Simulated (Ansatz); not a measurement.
**CH₆FGe radical (built from SMILES CF.[GeH3]): search for a transition state**

Aim: find the saddle point of a halogen abstraction that is to form F1–Ge3 and break F1–C2, prove it by its vibrations, and relax downhill on both sides to see what it joins.

The runs use Ansatz 0.2.0, Gaussian basis; PBE0-D4, def2-SVP first, then def2-TZVP.

152 further runs of the same task are left out: 152 set aside as unsound or not needed. Runs told in other sessions of the task aren't counted.

**1. Starting geometry**

The guess: 9 atoms, charge 0, spin multiplicity 2.

Atoms are counted from 1 here; the program's logs count them from 0.

Bond lengths: C2–H4 1.071 Å, C2–H5 1.071 Å, C2–H6 1.071 Å, Ge3–H7 1.516 Å, Ge3–H8 1.552 Å, Ge3–H9 1.516 Å. Angles: H4–C2–H5 118.2°, H4–C2–H6 118.2°, H5–C2–H6 118.2°, H7–Ge3–H8 107.0°, H7–Ge3–H9 107.1°, H8–Ge3–H9 107.0°.

Coordinates:

```xyz
9

F    -0.2072    0.3414   -0.0383
C    -0.6812    0.8041   -1.8220
Ge    0.5471   -0.5906    1.7582
H    -0.3438    1.8203   -1.8035
H    -0.0738    0.0777   -2.3231
H    -1.7330    0.6182   -1.7445
H     1.9618   -0.6737    1.2187
H     0.6549   -0.4826    3.3030
H    -0.1248   -1.9148    1.4514
```

Distances that are to change: F1–Ge3 2.16 Å, F1–C2 1.90 Å.

**2. Relaxing the guess with the reacting distances held**

Input file hold/in.yaml:

```yaml
crystal:
  periodic: [false, false, false]
  atoms:
    - {symbol: F, position_ang: [-0.207200, 0.341400, -0.038300]}
    - {symbol: C, position_ang: [-0.681200, 0.804100, -1.822000]}
    - {symbol: Ge, position_ang: [0.547100, -0.590600, 1.758200]}
    - {symbol: H, position_ang: [-0.343800, 1.820300, -1.803500]}
    - {symbol: H, position_ang: [-0.073800, 0.077700, -2.323100]}
    - {symbol: H, position_ang: [-1.733000, 0.618200, -1.744500]}
    - {symbol: H, position_ang: [1.961800, -0.673700, 1.218700]}
    - {symbol: H, position_ang: [0.654900, -0.482600, 3.303000]}
    - {symbol: H, position_ang: [-0.124800, -1.914800, 1.451400]}
basis:
  gaussian: {orbitals: def2-SVP}
magnetization: {spin_polarized: true, initial_magnetization: 1}
hamiltonian: {xc: pbe0, dispersion: d4}
relax: {f_tol: 0.04, max_steps: 150, escape_saddle: false, constraints: [{distance: [0, 2]}, {distance: [0, 1]}]}
```

The run is started by

```
$ ansatz run in.yaml --threads 8 --pin off --events-out ev --progress --plain --max-ram 19148MiB
```

The runs that follow: Force constants to start from; Saddle search in the small basis; Saddle search in triple zeta; Vibrations at the point found; Relaxing after a step of 0.30 Å one way along the mode; Relaxing after a step of 0.30 Å the other way along the mode.

Before running it: what results should come out? Wanted: imaginary mode; barrier from the start side; barrier from the end side; energy of the step; pairs that change; zero-point energy at the saddle.

As calculated:

| quantity | value |
| --- | --- |
| imaginary mode | 784i cm⁻¹ |
| barrier from the start side | 98.7 kJ/mol |
| barrier from the end side | 156.4 kJ/mol |
| energy of the step | -57.7 kJ/mol |
| pairs that change | F1–Ge3 formed, F1–C2 broken |
| zero-point energy at the saddle | 1.561 eV |

What this shows: The point has a single imaginary mode (784i cm⁻¹), as a transition state must. It joins the planned start and end. At PBE0-D4/def2-TZVP the electronic barrier is 98.7 kJ/mol, about 40 kT at 298 K, and the step runs 57.7 kJ/mol downhill. Lower complexes than these ends may exist.
